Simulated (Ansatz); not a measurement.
# Ru: an axial (c/a) deformation path

This session takes Ru and sets out to follow an axial (c/a) deformation at fixed volume.

Program: Ansatz 0.2.0. Level of theory: DFT r2SCAN, scalar-relativistic, plane waves, PAW. These are calculated values, not measurements.

1 further run of the same task is left out (set aside as unsound or not needed).

### Step 1. Starting point

Symmetry: P6_3/mmc, No. 194, hexagonal system. Conventional cell: a = 2.706 Å, b = 2.706 Å, c = 4.282 Å, α = 90.00°, β = 90.00°, γ = 120.00°. Ru (site symmetry -6m2) has 12 Ru at 2.65 to 2.71 Å in its first shell of neighbours.

Structure file:

```cif
data_structure
_symmetry_space_group_name_H-M 'P6_3/mmc'
_symmetry_Int_Tables_number 194
_cell_length_a 2.7058
_cell_length_b 2.7058
_cell_length_c 4.2819
_cell_angle_alpha 90.000
_cell_angle_beta 90.000
_cell_angle_gamma 120.000
_cell_volume 27.15
loop_
_atom_site_label
_atom_site_type_symbol
_atom_site_symmetry_multiplicity
_atom_site_Wyckoff_symbol
_atom_site_fract_x
_atom_site_fract_y
_atom_site_fract_z
_atom_site_occupancy
Ru1 Ru 2 c 0.33333 0.66667 0.25000 1
```

The cell is taken as given, not relaxed at this level.

### Step 2. The reference: the undisturbed cell on the scan's mesh

input.yaml

```yaml
crystal:
  lattice:
    - [2.7057993342, 0.0, 0.0]
    - [-1.3528996671, 2.343290961, 0.0]
    - [0.0, 0.0, 4.2819]
  atoms:
    - { symbol: Ru, position: [0.3333333333, 0.6666666667, 0.25] }
    - { symbol: Ru, position: [0.6666666667, 0.3333333333, 0.75] }
basis:
  ecutwfc: 500
kpoints:
  mp_grid: { grid: [24, 24, 12] }
hamiltonian:
  xc: r2scan
scf:
  occupations: { method: gaussian, width: 0.15 }
output:
  forces: true
  stress: true
  eigenvalues: true
  write_density: true
  write_potential: true
  elf: true
  volumetric_format: npy
```

Command:

```
$ ansatz run input.yaml --threads 1 --pin off --max-ram 2560MiB --backend cpu --events-out ev --progress --plain --runs-dir out
```

### Step 3. Setting up an axial (c/a) deformation path

At fixed volume and fractional coordinates, lengths along (0.000, 0.000, 1.000) are scaled against those across it; ρ is that ratio over its starting value.

### Step 4. ρ = 0.850

input.yaml: that of step 2 with these lines changed.

```diff
@@ -2,5 +2,5 @@
   lattice:
-    - [2.7057993342, 0.0, 0.0]
-    - [-1.3528996671, 2.343290961, 0.0]
-    - [0.0, 0.0, 4.2819]
+    - [2.8564235852, 0.0, 0.0]
+    - [-1.4282117926, 2.4737353888, 0.0]
+    - [0.0, 0.0, 3.8422221469]
   atoms:
```

### Step 5. Point ρ = 1.200

input.yaml: that of step 4 with these lines changed.

```diff
@@ -2,5 +2,5 @@
   lattice:
-    - [2.8564235852, 0.0, 0.0]
-    - [-1.4282117926, 2.4737353888, 0.0]
-    - [0.0, 0.0, 3.8422221469]
+    - [2.5462546604, 0.0, 0.0]
+    - [-1.2731273302, 2.2051212204, 0.0]
+    - [0.0, 0.0, 4.8353066065]
   atoms:
@@ -20,5 +20 @@
   eigenvalues: true
-  write_density: true
-  write_potential: true
-  elf: true
-  volumetric_format: npy
```

### Step 6. ρ = 0.920

input.yaml: that of step 5 with these lines changed.

```diff
@@ -2,5 +2,5 @@
   lattice:
-    - [2.5462546604, 0.0, 0.0]
-    - [-1.2731273302, 2.2051212204, 0.0]
-    - [0.0, 0.0, 4.8353066065]
+    - [2.7820588323, 0.0, 0.0]
+    - [-1.3910294162, 2.4093336236, 0.0]
+    - [0.0, 0.0, 4.0503734917]
   atoms:
@@ -20 +20,5 @@
   eigenvalues: true
+  write_density: true
+  write_potential: true
+  elf: true
+  volumetric_format: npy
```

### Step 7. At ρ = 1.100

input.yaml: that of step 6 with these lines changed.

```diff
@@ -2,5 +2,5 @@
   lattice:
-    - [2.7820588323, 0.0, 0.0]
-    - [-1.3910294162, 2.4093336236, 0.0]
-    - [0.0, 0.0, 4.0503734917]
+    - [2.6211871116, 0.0, 0.0]
+    - [-1.3105935558, 2.2700146267, 0.0]
+    - [0.0, 0.0, 4.5628022176]
   atoms:
@@ -20,5 +20 @@
   eigenvalues: true
-  write_density: true
-  write_potential: true
-  elf: true
-  volumetric_format: npy
```

### Step 8. Point ρ = 0.960

input.yaml: that of step 7 with these lines changed.

```diff
@@ -2,5 +2,5 @@
   lattice:
-    - [2.6211871116, 0.0, 0.0]
-    - [-1.3105935558, 2.2700146267, 0.0]
-    - [0.0, 0.0, 4.5628022176]
+    - [2.742869685, 0.0, 0.0]
+    - [-1.3714348425, 2.3753948265, 0.0]
+    - [0.0, 0.0, 4.166940916]
   atoms:
```

### Step 9. At ρ = 1.050

input.yaml: that of step 8 with these lines changed.

```diff
@@ -2,5 +2,5 @@
   lattice:
-    - [2.742869685, 0.0, 0.0]
-    - [-1.3714348425, 2.3753948265, 0.0]
-    - [0.0, 0.0, 4.166940916]
+    - [2.6621497766, 0.0, 0.0]
+    - [-1.3310748883, 2.3054893352, 0.0]
+    - [0.0, 0.0, 4.4234662687]
   atoms:
@@ -20 +20,5 @@
   eigenvalues: true
+  write_density: true
+  write_potential: true
+  elf: true
+  volumetric_format: npy
```

### Step 10. ρ = 0.800

input.yaml: that of step 9 with these lines changed.

```diff
@@ -2,5 +2,5 @@
   lattice:
-    - [2.6621497766, 0.0, 0.0]
-    - [-1.3310748883, 2.3054893352, 0.0]
-    - [0.0, 0.0, 4.4234662687]
+    - [2.914733975, 0.0, 0.0]
+    - [-1.4573669875, 2.5242336676, 0.0]
+    - [0.0, 0.0, 3.6900295597]
   atoms:
```

### Step 11. At ρ = 1.300

input.yaml: that of step 10 with these lines changed.

```diff
@@ -2,5 +2,5 @@
   lattice:
-    - [2.914733975, 0.0, 0.0]
-    - [-1.4573669875, 2.5242336676, 0.0]
-    - [0.0, 0.0, 3.6900295597]
+    - [2.479216583, 0.0, 0.0]
+    - [-1.2396082915, 2.1470645423, 0.0]
+    - [0.0, 0.0, 5.1003356228]
   atoms:
@@ -20,5 +20 @@
   eigenvalues: true
-  write_density: true
-  write_potential: true
-  elf: true
-  volumetric_format: npy
```

(Steps that only read results are left out.)

**Question.** What will these runs give? Wanted: highest point.

As calculated:

| quantity | value |
| --- | --- |
| highest point | 831.0 meV/atom at ρ = 1.300 |

What this shows: The undisturbed cell stays the lowest of the sampled points. No further minimum shows among the sampled points.
